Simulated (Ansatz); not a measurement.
Crystal: Cu3O2.

```xyz
5
Lattice="-2.0230 2.0230 3.6736 2.0230 -2.0230 3.6736 2.0230 2.0230 -3.6736" Properties=species:S:1:pos:R:3 pbc="T T T"
Cu    0.0000    0.0000    0.0000
Cu    0.0000    2.0230    1.8368
Cu    2.0230    0.0000    1.8368
O     0.0000    2.0230    0.0000
O     2.0230    0.0000    0.0000
```

The cell comes from a database or a generator and needn't be the stable form of this composition.

Base run:

| Quantity | Value |
| --- | --- |
| Program | Ansatz 0.2.0 |
| Functional | PBE |
| Potentials or basis | Ansatz PAW |
| Cutoff | 420 eV |
| Density cutoff | 1680 eV |
| k mesh | 9 × 9 × 9 |
| Occupations | fermi-dirac, width 0.05 eV |
| Spin | no spin polarisation |
| Hubbard terms | Cu d U = 3 eV |

Its results: band gap on the k mesh none (metal or under the smearing width); pressure 2.4 GPa.

Problem. The run is repeated on the same cell with these changes: hubbard terms from Cu d U = 3 eV to Cu d U = 2 eV. What comes out?

Solution. Band gap on the k mesh none (metal or under the smearing width); pressure 1.8 GPa.

Caveats: an odd number of electrons without spin polarisation forces a metal; a magnetic or distorted state may lie lower; the run has no spin polarisation, though such a crystal can be magnetic; U without spin polarisation on a metal has little footing; the density of states is complete only up to the lowest level of the last band computed.

Not every run made on this cell is shown here.
